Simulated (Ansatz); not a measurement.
This script for Ansatz 0.2.0 through its Python package starts 6 runs on H₆SSiSn, SMILES S[SiH2][SnH3]. What input does the engine get in each?

The script, `field_h6ssisn.py`:
```python
"""Response of H6SSiSn to a pair of distant point charges."""

import ansatz as az
import numpy as np

molecule = (
    az.Crystal.molecule()
    .atom("S", (-2.2841, 0.6336, -0.5942))
    .atom("Si", (-0.2889, 1.1225, -0.1443))
    .atom("Sn", (0.8562, -0.9832, 0.5411))
    .atom("H", (-1.8835, -0.2315, -1.6057))
    .atom("H", (0.3778, 1.6746, -1.351))
    .atom("H", (-0.2312, 2.1195, 0.9516))
    .atom("H", (0.8338, -2.1469, -0.7459))
    .atom("H", (2.6016, -0.61, 0.9146))
    .atom("H", (0.1069, -1.6249, 2.0166))
)

model = molecule.calculation()
model = model.basis(gaussian="def2-SVPD")
model = model.functional("cam_b3lyp")
model = model.forces()
# charges +q and -q at -R and +R make a nearly even field 2 k q / R^2 at the centre
centre = np.mean([site.position_ang for site in molecule.cartesian_sites], axis=0)
field = 2 * 14.399645 * 3.0 / 25.0 ** 2


def dipole(axis, sign):
    arm = 25.0 * np.eye(3)[axis]
    pair = [{"charge": sign * 3.0, "position_ang": (centre - arm).tolist()}, {"charge": -sign * 3.0, "position_ang": (centre + arm).tolist()}]
    deck = model.input().set(az.key.basis.gaussian.point_charges, pair)
    return np.array(az.Session.from_dict(deck).plan().execute().report["charge_distribution"]["dipole_moment_e_ang"])


print(f"field {field:.4f} V/A")
alpha = np.array([(dipole(axis, 1) - dipole(axis, -1)) / (2 * field) * 14.399645 for axis in range(3)])
print("polarisability tensor (A^3)")
print(np.array2string(alpha, precision=3, suppress_small=True))
print(f"mean {np.trace(alpha) / 3:.3f} A^3 = {np.trace(alpha) / 3 / 0.14818471:.2f} bohr^3")
```

Run 1:
```yaml
crystal:
  periodic: [false, false, false]
  atoms:
    - { symbol: S, position_ang: [-2.2841, 0.6336, -0.5942] }
    - { symbol: Si, position_ang: [-0.2889, 1.1225, -0.1443] }
    - { symbol: Sn, position_ang: [0.8562, -0.9832, 0.5411] }
    - { symbol: H, position_ang: [-1.8835, -0.2315, -1.6057] }
    - { symbol: H, position_ang: [0.3778, 1.6746, -1.351] }
    - { symbol: H, position_ang: [-0.2312, 2.1195, 0.9516] }
    - { symbol: H, position_ang: [0.8338, -2.1469, -0.7459] }
    - { symbol: H, position_ang: [2.6016, -0.61, 0.9146] }
    - { symbol: H, position_ang: [0.1069, -1.6249, 2.0166] }
basis:
  gaussian:
    orbitals: def2-SVPD
    point_charges:
      - { charge: 3.0, position_ang: [-24.990155555555557, -0.00514444444444447, -0.0019111111111110486] }
      - { charge: -3.0, position_ang: [25.009844444444443, -0.00514444444444447, -0.0019111111111110486] }
hamiltonian:
  xc: cam_b3lyp
output:
  forces: true
```

Run 2, against run 1:
```diff
-      - { charge: 3.0, position_ang: [-24.990155555555557, -0.00514444444444447, -0.0019111111111110486] }
-      - { charge: -3.0, position_ang: [25.009844444444443, -0.00514444444444447, -0.0019111111111110486] }
+      - { charge: -3.0, position_ang: [-24.990155555555557, -0.00514444444444447, -0.0019111111111110486] }
+      - { charge: 3.0, position_ang: [25.009844444444443, -0.00514444444444447, -0.0019111111111110486] }
```

Run 3, against run 1:
```diff
-      - { charge: 3.0, position_ang: [-24.990155555555557, -0.00514444444444447, -0.0019111111111110486] }
-      - { charge: -3.0, position_ang: [25.009844444444443, -0.00514444444444447, -0.0019111111111110486] }
+      - { charge: 3.0, position_ang: [0.009844444444444496, -25.005144444444444, -0.0019111111111110486] }
+      - { charge: -3.0, position_ang: [0.009844444444444496, 24.994855555555556, -0.0019111111111110486] }
```

Run 4, against run 1:
```diff
-      - { charge: 3.0, position_ang: [-24.990155555555557, -0.00514444444444447, -0.0019111111111110486] }
-      - { charge: -3.0, position_ang: [25.009844444444443, -0.00514444444444447, -0.0019111111111110486] }
+      - { charge: -3.0, position_ang: [0.009844444444444496, -25.005144444444444, -0.0019111111111110486] }
+      - { charge: 3.0, position_ang: [0.009844444444444496, 24.994855555555556, -0.0019111111111110486] }
```

Run 5, against run 1:
```diff
-      - { charge: 3.0, position_ang: [-24.990155555555557, -0.00514444444444447, -0.0019111111111110486] }
-      - { charge: -3.0, position_ang: [25.009844444444443, -0.00514444444444447, -0.0019111111111110486] }
+      - { charge: 3.0, position_ang: [0.009844444444444496, -0.00514444444444447, -25.00191111111111] }
+      - { charge: -3.0, position_ang: [0.009844444444444496, -0.00514444444444447, 24.99808888888889] }
```

Run 6, against run 1:
```diff
-      - { charge: 3.0, position_ang: [-24.990155555555557, -0.00514444444444447, -0.0019111111111110486] }
-      - { charge: -3.0, position_ang: [25.009844444444443, -0.00514444444444447, -0.0019111111111110486] }
+      - { charge: -3.0, position_ang: [0.009844444444444496, -0.00514444444444447, -25.00191111111111] }
+      - { charge: 3.0, position_ang: [0.009844444444444496, -0.00514444444444447, 24.99808888888889] }
```

```console
$ python field_h6ssisn.py
field 0.1382 V/A
polarisability tensor (A^3)
[[15.905 -1.254  1.357]
 [-1.237 14.285 -0.715]
 [ 1.298 -0.744 12.79 ]]
mean 14.327 A^3 = 96.68 bohr^3
```

What to keep in mind:
- The geometry is a force-field or estimated start, not a minimum of this method, and the basis set is short of its limit. The field of two point charges is only nearly even.
- def2 sets replace the cores of elements past krypton by effective core potentials.
- The whole script took 46 s on 1 thread of AMD EPYC 7B13 (Zen 3), on a shared host, peak memory 0.47 GiB.
